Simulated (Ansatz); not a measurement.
# Al: the cost of one run

Method: DFT r2SCAN, scalar-relativistic, plane waves, PAW, in Ansatz 0.2.0.

2 further runs of the same task are left out: 1 that didn't finish, 1 set aside as unsound or not needed.

## 1. The system as given

Symmetry: P6_3/mmc, No. 194, hexagonal system. Conventional cell: a = 2.822 Å, b = 2.822 Å, c = 9.262 Å, α = 90.00°, β = 90.00°, γ = 120.00°. Al (site symmetry -3m) is surrounded by 12 Al at 2.82 to 2.83 Å. Al (site symmetry -6m2) has 12 Al at 2.82 to 2.83 Å as nearest neighbours.

Structure file:

```cif
data_structure
_symmetry_space_group_name_H-M 'P 1'
_symmetry_Int_Tables_number 1
_cell_length_a 2.8222
_cell_length_b 2.8222
_cell_length_c 9.2621
_cell_angle_alpha 90.000
_cell_angle_beta 90.000
_cell_angle_gamma 120.000
_cell_volume 63.89
loop_
_atom_site_label
_atom_site_type_symbol
_atom_site_fract_x
_atom_site_fract_y
_atom_site_fract_z
_atom_site_occupancy
Al1 Al 0.00000 0.00000 0.00000 1
Al2 Al 0.33333 0.66667 0.25000 1
Al3 Al 0.00000 0.00000 0.50000 1
Al4 Al 0.66667 0.33333 0.75000 1
```

It goes back to an entry of the Materials Project, which need not be the stable form.

It is the result of an earlier relaxation at this level (volume 15.97 Å³/atom; gap on the mesh: none (metal)).

## 2. The reference: the undisturbed cell on the scan's mesh

input.yaml reads:

```yaml
crystal:
  lattice:
    - [2.8221979695, 0.0, 0.0]
    - [-1.4110989848, 2.4440951361, 0.0]
    - [0.0, 0.0, 9.2620593401]
  atoms:
    - { symbol: Al, position: [0.0, 0.0, 0.0] }
    - { symbol: Al, position: [0.3333333333, 0.6666666667, 0.25] }
    - { symbol: Al, position: [0.0, 0.0, 0.5] }
    - { symbol: Al, position: [0.6666666667, 0.3333333333, 0.75] }
basis:
  ecutwfc: 500
kpoints:
  mp_grid: { grid: [18, 18, 6] }
hamiltonian:
  xc: r2scan
scf:
  occupations: { method: gaussian, width: 0.15 }
output:
  forces: true
  stress: true
  eigenvalues: true
```

Command:

```bash
ansatz run input.yaml --threads 1 --pin off --max-ram 2560MiB --backend cpu --events-out ev --progress --plain --runs-dir out
```

**Question.** How long does this run take on 1 thread of Arm Neoverse V2, shared host, and how much memory does it need?

About 11 s, with a peak of 0.56 GiB.
